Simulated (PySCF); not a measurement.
# NGaF2H2 in PySCF: further runs

The runs below take NGaF2H2 through MP2 correlation energy, RPA correlation energy, G0W0 quasiparticle levels, excitation energies (Tamm-Dancoff), with HF, PBE, PBE0.

Everything below comes from runs of PySCF 2.14.0. Logs are shortened: lines on timing, memory, paths and dates and some standing lists are left out, and cuts for length are marked.

## (1) The structure

The cell holds a molecule in a box, 6 atoms: a = 12.000 Å, b = 13.000 Å, c = 11.000 Å, α = 90.00°, β = 90.00°, γ = 90.00°.

## (2) MP2 correlation energy, HF

Contents of run.py:

```python
import json
import numpy as np
from pyscf.pbc import gto, scf, dft, df

cell = gto.Cell()
cell.basis = '6-31g*'
cell.fromfile('GaH2NF2.cif')
cell.exp_to_discard = 0
cell.precision = 1e-08
cell.max_memory = 2520  # MB
cell.verbose = 4
cell.build()

res = {}
kpts = cell.make_kpts([1, 1, 1])
mf = scf.KRHF(cell, kpts, exxdiv='ewald')
mf = mf.density_fit()
mf.with_df._cderi = 'cderi.h5'  # three-centre integrals saved by an earlier run on this cell, basis and mesh
mf.conv_tol = 1e-08
mf.max_cycle = 60

mf.kernel()
res.update(converged=bool(mf.converged), e_tot=mf.e_tot, nelec=cell.nelectron, nao=cell.nao, mesh=list(map(int, cell.mesh)), a=cell.lattice_vectors().tolist(), coords=cell.atom_coords().tolist(),
           mo_energy=[np.real(x).tolist() for x in mf.mo_energy], mo_occ=[np.real(x).tolist() for x in mf.mo_occ])
import h5py
print('fit functions by k pair:', sorted({v['0'].shape[0] for v in h5py.File(mf.with_df._cderi)['j3c'].values()}))
res.update(kpts=cell.get_scaled_kpts(kpts).tolist())
res['parts'] = {k: float(np.real(v)) for k, v in mf.scf_summary.items() if np.isscalar(v)}
json.dump(res, open('results.json', 'w'))
if not mf.converged:
    raise SystemExit('SCF not converged')

print('levels (eV)')
for i, kp in enumerate(res['kpts'][:40]):
    print('k %7.4f %7.4f %7.4f  ' % tuple(kp), ' '.join('%.3f' % (x * 27.211386) for x in res['mo_energy'][i][:34]))

# Mulliken populations
dm, s = np.asarray(mf.make_rdm1()), np.asarray(mf.get_ovlp())
sites = cell.aoslice_by_atom()[:, 2:]
tot = np.einsum('kij,kji->i', dm, s).real / len(kpts)
res['mulliken'] = [cell.atom_charge(i) - tot[a0:a1].sum() for i, (a0, a1) in enumerate(sites)]
print('Mulliken charges', np.round(res['mulliken'], 5))

from pyscf.pbc import mp
pt = mp.KMP2(mf, frozen=12)
pt.kernel(with_t2=False)
res.update(e_corr=pt.e_corr, e_ss=getattr(pt, 'e_corr_ss', None), e_os=getattr(pt, 'e_corr_os', None))
res['done'] = True
json.dump(res, open('results.json', 'w'))
```

Contents of GaH2NF2.cif:

```cif
data_GaH2NF2
_cell_length_a 12.00000000
_cell_length_b 13.00000000
_cell_length_c 11.00000000
_cell_angle_alpha 90.00000000
_cell_angle_beta 90.00000000
_cell_angle_gamma 90.00000000
_space_group_name_H-M_alt 'P1'
_space_group_name_Hall 'P 1'
_space_group_IT_number 1
loop_
_space_group_symop_operation_xyz
'x,y,z'
loop_
_atom_site_label
_atom_site_type_symbol
_atom_site_symmetry_multiplicity
_atom_site_Wyckoff_symbol
_atom_site_fract_x
_atom_site_fract_y
_atom_site_fract_z
_atom_site_occupancy
N1 N 1 a 0.4560625000 0.5897038500 0.4767409100 1
Ga1 Ga 1 a 0.5045375000 0.4605500000 0.4962590900 1
F1 F 1 a 0.6212708300 0.4308346200 0.5831409100 1
F2 F 1 a 0.4429125000 0.3565192300 0.4230409100 1
H1 H 1 a 0.4829458300 0.6467115400 0.5311409100 1
H2 H 1 a 0.3808958300 0.6041961500 0.4401318200 1
```

Potentials or basis: 6-31g* (all-electron).

Started as:

```
OMP_NUM_THREADS=2 python -u run.py > log
```

The log of the run:

```text
Discarded 0 diffused primitive functions, 0 contracted functions

******** <class 'pyscf.pbc.scf.khf.KRHF'> ********
method = KRHF
initial guess = minao
damping factor = 0
level_shift factor = 0
DIIS = <class 'pyscf.scf.diis.CDIIS'>
diis_start_cycle = 1
diis_space = 8
diis_damp = 0
SCF conv_tol = 1e-08
SCF conv_tol_grad = None
SCF max_cycles = 60
direct_scf = True
direct_scf_tol = 1e-13

******** PBC SCF flags ********
N kpts = 1
Exchange divergence treatment (exxdiv) = ewald
    madelung (= occupied orbital energy shift) = 0.12451564812305668
    Total energy shift due to Ewald probe charge = -1/2 * Nelec*madelung = -3.61095379557
DF object = <pyscf.pbc.df.df.GDF object>
Set gradient conv threshold to 0.0001

******** <class 'pyscf.pbc.df.rsdf_builder._RSNucBuilder'> ********
mesh = [43 47 41] (82861 PWs)
ke_cutoff = 16.92809565338868
omega = 0.5174598520920043
exclude_d_aux = False
exclude_dd_block = True
j2c_eig_always = False
has_long_range = True
init E= -2177.40592124247
  HOMO = -0.280666920453  LUMO = -0.029525162469  gap/eV = 6.83392
cycle= 1 E= -2176.96147892475  delta_E= 0.444  |g|= 0.823  |ddm|= 2.46
  HOMO = -0.442710011342  LUMO = 0.0742842582399  gap/eV = 14.06813
cycle= 2 E= -2177.03330966912  delta_E= -0.0718  |g|= 0.592  |ddm|= 0.849
  HOMO = -0.429411125075  LUMO = 0.081442697873  gap/eV = 13.90104
cycle= 3 E= -2177.07835674063  delta_E= -0.045  |g|= 0.0405  |ddm|= 0.312
  HOMO = -0.422875074857  LUMO = 0.0859639805957  gap/eV = 13.84622
cycle= 4 E= -2177.07906857717  delta_E= -0.000712  |g|= 0.0154  |ddm|= 0.0658
  HOMO = -0.42070141372  LUMO = 0.0862573775612  gap/eV = 13.79505
cycle= 5 E= -2177.07914390911  delta_E= -7.53e-05  |g|= 0.00543  |ddm|= 0.0181
  HOMO = -0.420564676629  LUMO = 0.0859179037699  gap/eV = 13.78209
cycle= 6 E= -2177.07915841613  delta_E= -1.45e-05  |g|= 0.00161  |ddm|= 0.00818
  HOMO = -0.420501611579  LUMO = 0.0858982532109  gap/eV = 13.77984
cycle= 7 E= -2177.07916105147  delta_E= -2.64e-06  |g|= 0.000438  |ddm|= 0.00487
  HOMO = -0.420301614763  LUMO = 0.0859068576322  gap/eV = 13.77463
cycle= 8 E= -2177.07916116795  delta_E= -1.16e-07  |g|= 0.000191  |ddm|= 0.000946
  HOMO = -0.420334569851  LUMO = 0.0858989024917  gap/eV = 13.77531
cycle= 9 E= -2177.07916118337  delta_E= -1.54e-08  |g|= 3.39e-05  |ddm|= 0.000366
  HOMO = -0.420327067912  LUMO = 0.0859011590765  gap/eV = 13.77517
cycle= 10 E= -2177.0791611842  delta_E= -8.34e-10  |g|= 9.88e-06  |ddm|= 8.48e-05
  HOMO = -0.420328534811  LUMO = 0.0859006993492  gap/eV = 13.77520
Extra cycle  E= -2177.07916118426  delta_E= -5.68e-11  |g|= 4.82e-06  |ddm|= 1.63e-05
converged SCF energy = -2177.07916118426
fit functions by k pair: [427]
levels (eV)
k  0.0000  0.0000  0.0000   -10311.562 -1314.652 -1160.486 -1160.364 -1160.342 -713.986 -713.982 -423.338 -176.784 -124.956 -124.795 -124.779 -41.273 -41.138 -32.634 -32.079 -32.071 -31.960 -31.802 -30.112 -18.335 -18.168 -16.659 -16.460 -16.371 -15.921 -15.694 -14.904 -11.438 2.337 2.977 4.438 4.445 7.083
Mulliken charges [-1.00159  1.38896 -0.59329 -0.59326  0.39971  0.39947]

******** <class 'pyscf.pbc.mp.kmp2.KMP2'> ********
nkpts = 1
nocc = 17
nmo = 66
with_df_ints = True
frozen orbitals = 12
E(KMP2) = -2177.84651329581  E_corr = -0.76735211155313
E(SCS-KMP2) = -2177.79594797744  E_corr = -0.716786793180928
E_corr(same-spin) = -0.235425854634033
E_corr(oppo-spin) = -0.531926256919097
```

It took 19 s on 2 threads of Intel Xeon at 2.50GHz (Skylake/Cascade Lake), shared host; peak memory 1.9 GiB.

What came out:

```
Free energy                     : -59241.3419 eV
Gap between the frontier levels : 13.78 eV
Mulliken charges                : N -1.00; Ga +1.39; F -0.59; H +0.40 e
MP2 correlation energy per cell : -20.881 eV
```

Caveat: the basis is small and the box finite, so much correlation energy is missing and levels can be off by tenths of an eV; Mulliken charges move with the basis; this is a molecule in a periodic box at the Γ point, so its band gap is the HOMO-LUMO gap; total energy, band gap and charges are those of the mean-field reference; relativity is left out, which matters for the heavier elements; the basis of atomic orbitals isn't converged, which shifts pressures, moduli and gaps.

## (3) RPA correlation energy, PBE

run.py, as its differences from that of step 2:

```diff
@@ -15,3 +15,3 @@
 kpts = cell.make_kpts([1, 1, 1])
-mf = scf.KRHF(cell, kpts, exxdiv='ewald')
+mf = dft.KRKS(cell, kpts, xc='pbe')
 mf = mf.density_fit()
@@ -43,6 +43,9 @@
 
-from pyscf.pbc import mp
-pt = mp.KMP2(mf, frozen=12)
-pt.kernel(with_t2=False)
-res.update(e_corr=pt.e_corr, e_ss=getattr(pt, 'e_corr_ss', None), e_os=getattr(pt, 'e_corr_os', None))
+from pyscf.pbc.gw.krpa import KRPA
+rpa = KRPA(mf, frozen=12)
+rpa.kernel()
+res.update(e_corr=rpa.e_corr, e_hf=rpa.e_hf, e_rpa=rpa.e_tot)
+rpa.fc = True  # again, with the correction for q -> 0
+rpa.kernel()
+res['e_corr_fc'] = rpa.e_corr
 res['done'] = True
```

GaH2NF2.cif is that of step 2.

Potentials or basis: 6-31g* (all-electron).

Started as:

```
OMP_NUM_THREADS=2 python -u run.py > log
```

The log of the run:

```text
Discarded 0 diffused primitive functions, 0 contracted functions

******** <class 'pyscf.pbc.dft.krks.KRKS'> ********
method = KRKS
initial guess = minao
damping factor = 0
level_shift factor = 0
DIIS = <class 'pyscf.scf.diis.CDIIS'>
diis_start_cycle = 1
diis_space = 8
diis_damp = 0
SCF conv_tol = 1e-08
SCF conv_tol_grad = None
SCF max_cycles = 60
direct_scf = True
direct_scf_tol = 1e-13

******** PBC SCF flags ********
N kpts = 1
Exchange divergence treatment (exxdiv) = ewald
    madelung (= occupied orbital energy shift) = 0.12451564812305668
    Total energy shift due to Ewald probe charge = -1/2 * Nelec*madelung = -3.61095379557
DF object = <pyscf.pbc.df.df.GDF object>
XC functionals = pbe
small_rho_cutoff = 0
radial grids:
    Treutler-Ahlrichs [JCP 102, 346 (1995); DOI:10.1063/1.469408] (M4) radial grids

becke partition: Becke, JCP 88, 2547 (1988); DOI:10.1063/1.454033
pruning grids: <function nwchem_prune>
grids dens level: 3
symmetrized grids: False
atomic radii adjust function: <function treutler_atomic_radii_adjust>
Set gradient conv threshold to 0.0001

******** <class 'pyscf.pbc.df.rsdf_builder._RSNucBuilder'> ********
mesh = [43 47 41] (82861 PWs)
ke_cutoff = 16.92809565338868
omega = 0.5174598520920043
exclude_d_aux = False
exclude_dd_block = True
j2c_eig_always = False
has_long_range = True
tot grids = 82946
cell vol = 11580.142  sum(weights) = 11670.7825
nelec by numeric integration = 58.00000770989872
init E= -2180.32193432775
  HOMO = -0.285524729666  LUMO = -0.0800867680527  gap/eV = 5.59025
nelec by numeric integration = 58.00000313733739
cycle= 1 E= -2179.48980742045  delta_E= 0.832  |g|= 1.31  |ddm|= 2.62
  HOMO = -0.122128189239  LUMO = -0.0251934716854  gap/eV = 2.63773
nelec by numeric integration = 58.00000952292612
cycle= 2 E= -2178.31096458887  delta_E= 1.18  |g|= 2.95  |ddm|= 3.11
  HOMO = -0.202610186852  LUMO = -0.0593178103027  gap/eV = 3.89918
nelec by numeric integration = 58.00000550810729
cycle= 3 E= -2179.72817904909  delta_E= -1.42  |g|= 0.364  |ddm|= 2.41
  HOMO = -0.240114679098  LUMO = -0.0597315457598  gap/eV = 4.90848
nelec by numeric integration = 58.0000046829832
cycle= 4 E= -2179.74553084998  delta_E= -0.0174  |g|= 0.166  |ddm|= 0.361
  HOMO = -0.218306829962  LUMO = -0.0598186063383  gap/eV = 4.31268
nelec by numeric integration = 58.00000503330963
cycle= 5 E= -2179.75009728376  delta_E= -0.00457  |g|= 0.0752  |ddm|= 0.172
  HOMO = -0.226399201166  LUMO = -0.0610958608451  gap/eV = 4.49813
nelec by numeric integration = 58.000004962103205
cycle= 6 E= -2179.75125393956  delta_E= -0.00116  |g|= 0.00941  |ddm|= 0.0554
  HOMO = -0.225530308901  LUMO = -0.0604789041305  gap/eV = 4.49128
nelec by numeric integration = 58.000004960159664
cycle= 7 E= -2179.75127260871  delta_E= -1.87e-05  |g|= 0.00214  |ddm|= 0.0102
  HOMO = -0.225437308248  LUMO = -0.0605909968521  gap/eV = 4.48570
nelec by numeric integration = 58.000004962460245
cycle= 8 E= -2179.75127348323  delta_E= -8.75e-07  |g|= 0.000238  |ddm|= 0.00213
  HOMO = -0.225482632407  LUMO = -0.0605934070336  gap/eV = 4.48686
nelec by numeric integration = 58.00000496198531
cycle= 9 E= -2179.75127349994  delta_E= -1.67e-08  |g|= 7.43e-05  |ddm|= 0.000295
  HOMO = -0.225485498471  LUMO = -0.060593885925  gap/eV = 4.48693
nelec by numeric integration = 58.00000496196233
cycle= 10 E= -2179.75127350071  delta_E= -7.74e-10  |g|= 3.32e-05  |ddm|= 7.48e-05
  HOMO = -0.225481131809  LUMO = -0.0605932489155  gap/eV = 4.48683
nelec by numeric integration = 58.00000496199395
Extra cycle  E= -2179.75127349979  delta_E= 9.2e-10  |g|= 7.93e-05  |ddm|= 8.14e-05
converged SCF energy = -2179.75127349979
fit functions by k pair: [427]
levels (eV)
k  0.0000  0.0000  0.0000   -10093.785 -1234.506 -1094.338 -1094.201 -1094.188 -659.072 -659.069 -380.803 -144.443 -99.045 -98.787 -98.741 -27.773 -27.634 -21.600 -20.440 -20.414 -20.345 -20.130 -19.777 -12.177 -11.680 -9.732 -9.351 -8.702 -8.131 -8.114 -8.017 -6.136 -1.649 -0.287 1.191 1.424 3.069
Mulliken charges [-0.73273  0.78867 -0.38442 -0.38434  0.35644  0.35637]

******** <class 'pyscf.pbc.gw.krpa.KRPA'> ********
method = KRPA
RPA nocc = 17, nvir = 49, nkpts = 1
frozen orbitals = 12
grid type = legendre
outcore mode = False
RPA finite size corrections = False
ACFD exchange energy = False

******** <class 'pyscf.pbc.gw.krpa.KRPA'> ********
method = KRPA
RPA nocc = 17, nvir = 49, nkpts = 1
frozen orbitals = 12
grid type = legendre
outcore mode = False
RPA finite size corrections = True
ACFD exchange energy = False
```

It took 94 s on 2 threads of Intel Xeon at 2.50GHz (Skylake/Cascade Lake), shared host; peak memory 1.9 GiB.

Results:

```
Free energy                                       : -59314.0538 eV
Gap between the frontier levels, mean-field level : 4.49 eV
Mulliken charges                                  : N -0.73; Ga +0.79; F -0.38; H +0.36 e
RPA correlation energy                            : -4.804 eV/atom
RPA correlation energy per cell                   : -28.823 eV
```

Levels at points of the mesh, in eV from the valence-band top:
```tsv
k point	band 25	band 26	band 27	band 28	band 29	band 30	band 31	band 32
(0.00, 0.00, 0.00)	-2.57	-2.00	-1.98	-1.88	0.00	4.49	5.85	7.33
```

Caveat: the basis is small and the box finite, so much correlation energy is missing and levels can be off by tenths of an eV; Mulliken charges move with the basis; this is a molecule in a periodic box at the Γ point, so its band gap is the HOMO-LUMO gap; total energy, band gap and charges are those of the mean-field reference; relativity is left out, which matters for the heavier elements; the basis of atomic orbitals isn't converged, which shifts pressures, moduli and gaps.

## (4) G0W0 quasiparticle levels, PBE0

run.py, as its differences from that of step 3:

```diff
@@ -15,3 +15,3 @@
 kpts = cell.make_kpts([1, 1, 1])
-mf = dft.KRKS(cell, kpts, xc='pbe')
+mf = dft.KRKS(cell, kpts, xc='pbe0', exxdiv='ewald')
 mf = mf.density_fit()
@@ -43,9 +43,9 @@
 
-from pyscf.pbc.gw.krpa import KRPA
-rpa = KRPA(mf, frozen=12)
-rpa.kernel()
-res.update(e_corr=rpa.e_corr, e_hf=rpa.e_hf, e_rpa=rpa.e_tot)
-rpa.fc = True  # again, with the correction for q -> 0
-rpa.kernel()
-res['e_corr_fc'] = rpa.e_corr
+from pyscf.pbc.gw.krgw_ac import KRGWAC
+gw = KRGWAC(mf, frozen=12)
+gw.fc = True
+orbs = list(range(26, 32))
+gw.kernel(orbs=orbs)
+res['orbs'] = orbs
+res['qp'] = np.asarray(gw.mo_energy).real.tolist()
 res['done'] = True
```

GaH2NF2.cif is that of step 3.

Potentials or basis: 6-31g* (all-electron).

Started as:

```
OMP_NUM_THREADS=2 python -u run.py > log
```

The log of the run:

```text
Discarded 0 diffused primitive functions, 0 contracted functions

******** <class 'pyscf.pbc.dft.krks.KRKS'> ********
method = KRKS
initial guess = minao
damping factor = 0
level_shift factor = 0
DIIS = <class 'pyscf.scf.diis.CDIIS'>
diis_start_cycle = 1
diis_space = 8
diis_damp = 0
SCF conv_tol = 1e-08
SCF conv_tol_grad = None
SCF max_cycles = 60
direct_scf = True
direct_scf_tol = 1e-13

******** PBC SCF flags ********
N kpts = 1
Exchange divergence treatment (exxdiv) = ewald
    madelung (= occupied orbital energy shift) = 0.12451564812305668
    Total energy shift due to Ewald probe charge = -1/2 * Nelec*madelung = -3.61095379557
DF object = <pyscf.pbc.df.df.GDF object>
XC functionals = pbe0
small_rho_cutoff = 0
radial grids:
    Treutler-Ahlrichs [JCP 102, 346 (1995); DOI:10.1063/1.469408] (M4) radial grids

becke partition: Becke, JCP 88, 2547 (1988); DOI:10.1063/1.454033
pruning grids: <function nwchem_prune>
grids dens level: 3
symmetrized grids: False
atomic radii adjust function: <function treutler_atomic_radii_adjust>
Set gradient conv threshold to 0.0001

******** <class 'pyscf.pbc.df.rsdf_builder._RSNucBuilder'> ********
mesh = [43 47 41] (82861 PWs)
ke_cutoff = 16.92809565338868
omega = 0.5174598520920043
exclude_d_aux = False
exclude_dd_block = True
j2c_eig_always = False
has_long_range = True
tot grids = 82946
cell vol = 11580.142  sum(weights) = 11670.7825
nelec by numeric integration = 58.00000770989872
init E= -2180.19224400667
  HOMO = -0.295640091392  LUMO = -0.0777884429557  gap/eV = 5.92805
nelec by numeric integration = 58.00000349702502
cycle= 1 E= -2179.48958995339  delta_E= 0.703  |g|= 1.11  |ddm|= 2.56
  HOMO = -0.219671027806  LUMO = -0.0119876589589  gap/eV = 5.65135
nelec by numeric integration = 58.00000713269968
cycle= 2 E= -2179.16455670472  delta_E= 0.325  |g|= 1.84  |ddm|=    2
  HOMO = -0.272205865999  LUMO = -0.0283969257481  gap/eV = 6.63438
nelec by numeric integration = 58.000004918402944
cycle= 3 E= -2179.67533808107  delta_E= -0.511  |g|= 0.127  |ddm|=  1.3
  HOMO = -0.290586432171  LUMO = -0.0275443471155  gap/eV = 7.15774
nelec by numeric integration = 58.00000462531398
cycle= 4 E= -2179.67738518804  delta_E= -0.00205  |g|= 0.061  |ddm|= 0.118
  HOMO = -0.2814430483  LUMO = -0.0263623302038  gap/eV = 6.94110
nelec by numeric integration = 58.000004726928466
cycle= 5 E= -2179.67806072065  delta_E= -0.000676  |g|= 0.0123  |ddm|= 0.0468
  HOMO = -0.283174880945  LUMO = -0.026547388823  gap/eV = 6.98319
nelec by numeric integration = 58.00000471973771
cycle= 6 E= -2179.6780892486  delta_E= -2.85e-05  |g|= 0.00187  |ddm|= 0.0088
  HOMO = -0.282859544415  LUMO = -0.0263853795714  gap/eV = 6.97902
nelec by numeric integration = 58.00000471907147
cycle= 7 E= -2179.67808991271  delta_E= -6.64e-07  |g|= 0.000347  |ddm|= 0.00192
  HOMO = -0.282859259089  LUMO = -0.0264129004962  gap/eV = 6.97826
nelec by numeric integration = 58.00000471939564
cycle= 8 E= -2179.67808993652  delta_E= -2.38e-08  |g|= 5.32e-05  |ddm|= 0.000346
  HOMO = -0.282864403092  LUMO = -0.0264106990799  gap/eV = 6.97846
nelec by numeric integration = 58.00000471935989
cycle= 9 E= -2179.67808993721  delta_E= -6.84e-10  |g|= 9.01e-06  |ddm|= 6.28e-05
  HOMO = -0.282866645544  LUMO = -0.0264117006971  gap/eV = 6.97849
nelec by numeric integration = 58.00000471934186
Extra cycle  E= -2179.67808993721  delta_E= 1.82e-12  |g|= 1.21e-05  |ddm|= 1.88e-05
converged SCF energy = -2179.67808993721
fit functions by k pair: [427]
levels (eV)
k  0.0000  0.0000  0.0000   -10148.208 -1254.808 -1111.110 -1110.974 -1110.957 -672.887 -672.885 -391.580 -152.894 -105.878 -105.630 -105.588 -31.391 -31.252 -24.584 -23.672 -23.649 -23.562 -23.356 -22.724 -13.928 -13.556 -11.607 -11.314 -10.818 -10.288 -10.163 -10.160 -7.697 -0.719 0.484 2.024 2.181 4.119
Mulliken charges [-0.8263   0.96872 -0.44798 -0.44794  0.37681  0.37669]

******** <class 'pyscf.pbc.gw.krgw_ac.KRGWAC'> ********
method = KRGWAC
GW nocc = 17, nvir = 49, nkpts = 1
frozen orbitals = 12
orbital list = [26, 27, 28, 29, 30, 31]
off-diagonal self-energy = False
GW density matrix = False
density-fitting for exchange = False
outcore for self-energy= False
finite size corrections = True
grids for finite size corrections = False
broadening parameter = 5.000e-03
number of grids = 100
analytic continuation method = pade
imaginary frequency cutoff = 5.0
Pade points = 18
Pade step ratio = 0.667
use perturbative linearized QP eqn = False
QPE max iter = 100
QPE tolerance = 1.0e-06

WARN: GW QP energies may not be sorted from min to max
```

Wall time 73 s (2 threads of Intel Xeon at 2.50GHz (Skylake/Cascade Lake), shared host); peak memory 1.9 GiB.

What came out:

| Quantity | Value |
| --- | --- |
| Free energy | -59312.0624 eV |
| Gap between the frontier levels, mean-field level | 6.98 eV |
| Mulliken charges | N -0.83; Ga +0.97; F -0.45; H +0.38 e |
| Quasiparticle gap | 11.22 eV |

Levels at points of the mesh, in eV from the valence-band top:
| k point | band 25 | band 26 | band 27 | band 28 | band 29 | band 30 | band 31 | band 32 |
| --- | --- | --- | --- | --- | --- | --- | --- | --- |
| (0.00, 0.00, 0.00) | -3.12 | -2.59 | -2.47 | -2.46 | 0.00 | 6.98 | 8.18 | 9.72 |

Caveat: the basis is small and the box finite, so much correlation energy is missing and levels can be off by tenths of an eV; Mulliken charges move with the basis; this is a molecule in a periodic box at the Γ point, so its band gap is the HOMO-LUMO gap; total energy, band gap and charges are those of the mean-field reference; relativity is left out, which matters for the heavier elements; the basis of atomic orbitals isn't converged, which shifts pressures, moduli and gaps.

[end of part 1 of 2]
